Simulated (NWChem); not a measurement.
**CH6AlAs (SMILES C[AsH][AlH2]) at PBE0-D2/DGauss-DZVP**

What is the vertical electron affinity of CH6AlAs at PBE0-D2/DGauss-DZVP? 

The results are computed with NWChem 7.3.0.

2 further runs of the same task are left out: 2 set aside as unsound or not needed.

## 1. The system as given

CH6AlAs: 9 atoms, total charge 0, spin state singlet. SMILES: `C[AsH][AlH2]`. The coordinates come from a PBE0-D4/def2-TZVP relaxation.

Bond lengths: C1–As2 1.984 Å, As2–Al3 2.423 Å, C1–H4 1.090 Å, C1–H5 1.090 Å, C1–H6 1.088 Å, As2–H7 1.524 Å, Al3–H8 1.588 Å, Al3–H9 1.590 Å. Some angles: C1–As2–Al3 99.6°, C1–As2–H7 98.0°, Al3–As2–H7 91.7°, As2–C1–H4 108.3°, As2–C1–H5 107.9°, As2–C1–H6 113.4°, As2–Al3–H8 119.6°, As2–Al3–H9 120.0°, H4–C1–H5 108.6°, H4–C1–H6 109.5°.

## 2. Energy and gradient at PBE0-D2/DGauss-DZVP

Contents of struct.nw:

```
START struct
TITLE "CH6AlAs gradient"
memory 2200 mb

GEOMETRY units angstrom noautoz
C     -0.476000     1.159700    -0.848800
As     0.508200    -0.554800    -1.021900
Al     0.155300    -1.450100     1.201600
H     -0.278300     1.758200    -1.737700
H     -1.541200     0.931500    -0.812600
H     -0.203000     1.727200     0.038100
H      1.894100    -0.044000    -0.644900
H      1.212900    -2.461900     1.818100
H     -1.183400    -1.112000     1.991000
END

BASIS spherical
* library "dzvp (dft orbital)"
END

DFT
xc pbe0
mult 1
disp vdw 2
grid medium
iterations 150
mulliken
print low
END

TASK dft gradient
```

Command:

```
nwchem struct.nw > struct.out
```

Standard output:

```text
[...]
 d= 0,ls=0.0,diis     1  -2519.0409323934 -2.75D+03  8.15D-03  1.66D-01     1.3
[...]
 d= 0,ls=0.0,diis     7  -2519.0652034762 -3.47D-07  8.02D-06  6.40D-08     6.0
         Total DFT energy =    -2519.065203476202
      One electron energy =    -3965.285700355052
           Coulomb energy =     1323.703411307589
    Exchange-Corr. energy =     -108.659269365657
 Nuclear repulsion energy =      231.179738853599
    Dispersion correction =       -0.003383916682
[...]
      Total Density - Mulliken Population Analysis
     ---------------------------------------------
    Atom       Charge   Shell Charges
 -----------   ------   -------------------------------------------------------
    1 C    6     6.76   2.00  0.76  0.65  2.62  0.69  0.04
    2 As  33    33.25   2.00  2.00  2.00  1.01  0.80  6.00  6.01  2.76  0.55  9.91  0.23
    3 Al  13    12.73   2.00  2.00  0.85  0.27  5.99  1.43  0.08  0.12
    4 H    1     0.74   0.56  0.18
    5 H    1     0.75   0.56  0.20
    6 H    1     0.75   0.56  0.19
    7 H    1     0.90   0.51  0.39
    8 H    1     1.05   0.53  0.52
    9 H    1     1.06   0.53  0.53
[...]
                         DFT ENERGY GRADIENTS
    atom               coordinates                        gradient
                 x          y          z           x          y          z
   1 C      -2.497205   2.536578   0.092409   -0.000328   0.000842  -0.000622
   2 As      0.882179   0.921929  -0.097238   -0.003145   0.001275   0.002198
   3 Al     -0.368709  -3.481531  -0.012691    0.000094  -0.002112  -0.000108
   4 H      -2.231129   4.560214   0.365346    0.000010  -0.001952  -0.000311
   5 H      -3.443593   2.234961  -1.712011    0.001102   0.000282   0.001550
   6 H      -3.675082   1.791104   1.603062    0.001633   0.000430  -0.001412
   7 H       1.474689   0.895441   2.721723    0.000324  -0.000121  -0.001355
   8 H       1.527156  -5.542994   1.065950   -0.001046   0.000939  -0.000614
   9 H      -2.987504  -4.321960  -1.224670    0.001357   0.000418   0.000674
 Task  times  cpu:        9.5s     wall:        9.5s
[...]
```

Run time: 10 s. Hardware: 1 thread of AMD EPYC 9R45 (Zen 5), shared host; peak memory 0.12 GiB.

## 3. The doublet anion at the same level

Contents of run.py:

```python
from ase import Atoms
from ase.calculators.nwchem import NWChem

system = Atoms(['C', 'As', 'Al', 'H', 'H', 'H', 'H', 'H', 'H'], positions=[
    [-0.476000, 1.159700, -0.848800],
    [0.508200, -0.554800, -1.021900],
    [0.155300, -1.450100, 1.201600],
    [-0.278300, 1.758200, -1.737700],
    [-1.541200, 0.931500, -0.812600],
    [-0.203000, 1.727200, 0.038100],
    [1.894100, -0.044000, -0.644900],
    [1.212900, -2.461900, 1.818100],
    [-1.183400, -1.112000, 1.991000],
])

calc = NWChem(
    label='calc',
    theory='dft',
    memory='2200 mb',
    basis='"dzvp (dft orbital)"',
    basispar='spherical',
    charge=-1,
    dft={'xc': 'pbe0', 'mult': '2', 'disp': 'vdw 2', 'grid': 'medium', 'iterations': '150', 'mulliken': None, 'print': 'low'},
)
system.calc = calc

forces = system.get_forces()
e = system.get_potential_energy()
print(f"E = {e:.6f} eV")
print("forces (eV/A):")
for s, f in zip(system.symbols, forces):
    print(f"{s:2s} {f[0]:10.5f} {f[1]:10.5f} {f[2]:10.5f}")
```

Command:

```
export ASE_NWCHEM_COMMAND="nwchem PREFIX.nwi > PREFIX.nwo"
python run.py
```

Standard output:

```text
E = -68547.498752 eV
forces (eV/A):
C     0.15622    0.12598   -0.09035
As    0.02021   -0.33522   -0.53628
Al   -0.04515    0.04777    0.50841
H    -0.03918    0.18219   -0.16347
H    -0.13030   -0.05152    0.04253
H     0.02751    0.02736    0.23125
H     0.12028    0.22363   -0.07086
H     0.25315   -0.25752    0.03034
H    -0.36273    0.03733    0.04834
```

The calculator wrote calc.nwi:

```
title "calc"

permanent_dir calc

scratch_dir calc

start calc

geometry units angstrom nocenter noautosym noautoz
  C  -4.7599999999999998e-01 1.1597000000000000e+00 -8.4880000000000000e-01
  As 5.0819999999999999e-01 -5.5479999999999996e-01 -1.0219000000000000e+00
  Al 1.5529999999999999e-01 -1.4500999999999999e+00 1.2016000000000000e+00
  H  -2.7829999999999999e-01 1.7582000000000000e+00 -1.7377000000000000e+00
  H  -1.5411999999999999e+00 9.3149999999999999e-01 -8.1259999999999999e-01
  H  -2.0300000000000001e-01 1.7272000000000001e+00 3.8100000000000002e-02
  H  1.8940999999999999e+00 -4.3999999999999997e-02 -6.4490000000000003e-01
  H  1.2129000000000001e+00 -2.4619000000000000e+00 1.8181000000000000e+00
  H  -1.1834000000000000e+00 -1.1120000000000001e+00 1.9910000000000001e+00
end

charge -1

memory 2200 mb

basis spherical noprint
   * library "dzvp (dft orbital)"
end

dft
  xc pbe0
  mult 2
  disp vdw 2
  grid medium
  iterations 150
  mulliken
  print low
end

task dft gradient
```

calc.nwo (excerpt; [...] marks lines left out):

```text
[...]
         Total DFT energy =    -2519.074136503536
      One electron energy =    -3975.601051827108
           Coulomb energy =     1334.192089452796
    Exchange-Corr. energy =     -108.841529066140
 Nuclear repulsion energy =      231.179738853599
[... 35 lines left out ...]
    Atom       Charge   Shell Charges
 -----------   ------   -------------------------------------------------------
[...]
      <S2> =      0.7547 (Exact =     0.7500)
                         DFT ENERGY GRADIENTS
    atom               coordinates                        gradient
                 x          y          z           x          y          z
   1 C      -0.899510   2.191515  -1.603999   -0.003038  -0.002450   0.001757
   2 As      0.960359  -1.048420  -1.931111   -0.000393   0.006519   0.010429
   3 Al      0.293474  -2.740292   2.270695    0.000878  -0.000929  -0.009887
[... 5 lines of this table left out ...]
   9 H      -2.236302  -2.101375   3.762444    0.007054  -0.000726  -0.000940
 Task  times  cpu:       14.2s     wall:       14.2s
 Total times  cpu:       14.2s     wall:       14.2s
```

Run time: 15 s. Hardware: 1 thread of AMD EPYC 9R45 (Zen 5), shared host; peak memory 0.12 GiB.

## 4. What came out

Level: PBE0-D2/DGauss-DZVP.

```
                                         quantity           value
                    singlet CH6AlAs: total energy  -2519.06520 Eh
               singlet CH6AlAs: dispersion energy    -8.88 kJ/mol
        singlet CH6AlAs: largest force on an atom      0.208 eV/Å
                      doublet anion: total energy  -2519.07414 Eh
                 doublet anion: dispersion energy    -8.88 kJ/mol
                              doublet anion: ⟨S²⟩           0.755
          doublet anion: largest force on an atom      0.633 eV/Å
vertical electron affinity (to the doublet anion)        0.243 eV
```

What this shows: At fixed nuclei the extra electron is bound by 0.24 eV (5.6 kcal/mol). The basis has no diffuse functions, so the error can be as large as this value.
